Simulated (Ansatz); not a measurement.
A nudged elastic band was laid between two geometries of a periodic cell of 17 atoms, Si16O (host Si, host structure diamond, interstitial O).

All numbers below come from DFT PBE-D3(BJ), scalar-relativistic, plane waves, PAW (Ansatz 0.2.0). Settings: PAW set soft_1, cutoff 420 eV, k mesh 2x2x2, fermi-dirac smearing 0.05 eV, spin collinear.

```
movable images  : 5
climbing image  : yes
spring          : 1.0 eV/Å²
optimiser       : quadratic models (default)
start path      : straight line
force threshold : 0.05 eV/Å
iteration limit : 51
end points      : relaxed
```

Initial state:

```xyz
17
Lattice="0.0000 5.4300 5.4300 5.4300 0.0000 5.4300 5.4300 5.4300 0.0000" Properties=species:S:1:pos:R:3
Si -0.018 0.024 -0.007
Si 1.375 1.368 1.337
Si 2.957 2.793 0.271
Si 4.246 4.201 1.609
Si 2.541 -0.248 2.590
Si 3.831 1.091 3.997
Si 5.239 2.414 2.698
Si 6.980 4.090 4.375
Si 0.017 2.705 2.713
Si 1.339 4.078 4.085
Si 2.706 5.508 2.819
Si 4.098 6.861 4.152
Si 2.689 2.638 5.359
Si 4.080 3.971 6.712
Si 5.434 5.438 5.449
Si 6.784 6.769 6.780
O 6.109 2.702 4.087
```

Final state:

```xyz
17
Lattice="0.0000 5.4300 5.4300 5.4300 0.0000 5.4300 5.4300 5.4300 0.0000" Properties=species:S:1:pos:R:3
Si 0.013 -0.002 0.011
Si 1.375 1.373 1.346
Si 2.957 2.435 -0.080
Si 4.090 3.991 1.283
Si 2.543 0.118 2.956
Si 4.074 1.427 4.175
Si 5.423 2.705 2.719
Si 6.982 3.769 4.059
Si -0.017 2.718 2.690
Si 1.338 4.059 4.067
Si 2.703 5.328 2.638
Si 4.253 6.529 3.944
Si 2.686 2.784 5.507
Si 3.837 4.145 7.049
Si 5.247 5.452 5.739
Si 6.779 6.807 6.820
O 6.143 4.076 5.462
```

Task: What changes between the two ends?

Result: Contacts lost: Si7–O17, Si8–Si15. Contacts made: Si7–Si8, Si15–O17. The atom that moves furthest is O17, by 1.94 Å; four of its nearest neighbours are Si8 1.66, Si7 1.66, Si6 2.79, Si3 2.79 Å at the first end and Si8 1.66, Si15 1.66, Si3 2.78, Si14 2.80 Å at the last.

Task: Give the energies along the band, and the barrier.

Result: The run converged. The highest image is number 3 of 0 to 6, 1.44 eV above the ends, which have the same energy within 2 meV. Neighbouring images differ by up to 1.4 eV, so the band resolves the path poorly. By the program's own check the climbing image is of a kind that is not told: the force calls were inconclusive, a negative curvature could not be distinguished from the path's own, the only one lies far off the path, or fixed occupations may fill a level only in part (lowest curvatures found: -15.79 and 0.06 eV/Å²). Limits of this set-up: coarse k mesh, a small cell, in which the defect meets its images.

| image | path coordinate (Å) | energy (eV) | Si7–O17 (Å) | Si8–Si15 (Å) | Si7–Si8 (Å) |
| --- | --- | --- | --- | --- | --- |
| 0 | 0.00 | 0.00 | 1.66 | 2.32 | 2.94 |
| 1 | 0.82 | 0.01 | 1.66 | 2.32 | 2.94 |
| 2 | 1.64 | 0.04 | 1.67 | 2.34 | 2.93 |
| 3 | 2.46 | 1.44 | 1.92 | 2.60 | 2.54 |
| 4 | 3.31 | 0.04 | 2.66 | 2.93 | 2.33 |
| 5 | 4.16 | 0.01 | 2.88 | 2.94 | 2.32 |
| 6 | 5.01 | 0.00 | 3.15 | 2.94 | 2.31 |

Task: What is the geometry of the highest image?

Result: 
```xyz
17
Lattice="0.0000 5.4300 5.4300 5.4300 0.0000 5.4300 5.4300 5.4300 0.0000" Properties=species:S:1:pos:R:3
Si 0.015 -0.097 0.044
Si 1.311 1.288 1.430
Si 2.773 2.579 0.128
Si 4.091 4.002 1.412
Si 2.744 -0.029 2.736
Si 4.074 1.256 4.144
Si 5.369 2.627 2.782
Si 7.098 3.935 4.105
Si 0.023 2.677 2.819
Si 1.427 4.002 4.152
Si 2.775 5.371 2.801
Si 4.131 6.724 4.167
Si 2.771 2.649 5.523
Si 4.114 4.025 6.881
Si 5.451 5.369 5.524
Si 6.856 6.734 6.888
O 5.392 3.946 4.169
```

The run took 6.3 min on 2 threads of Arm Neoverse V2, on a shared host, peak memory 1.5 GiB.
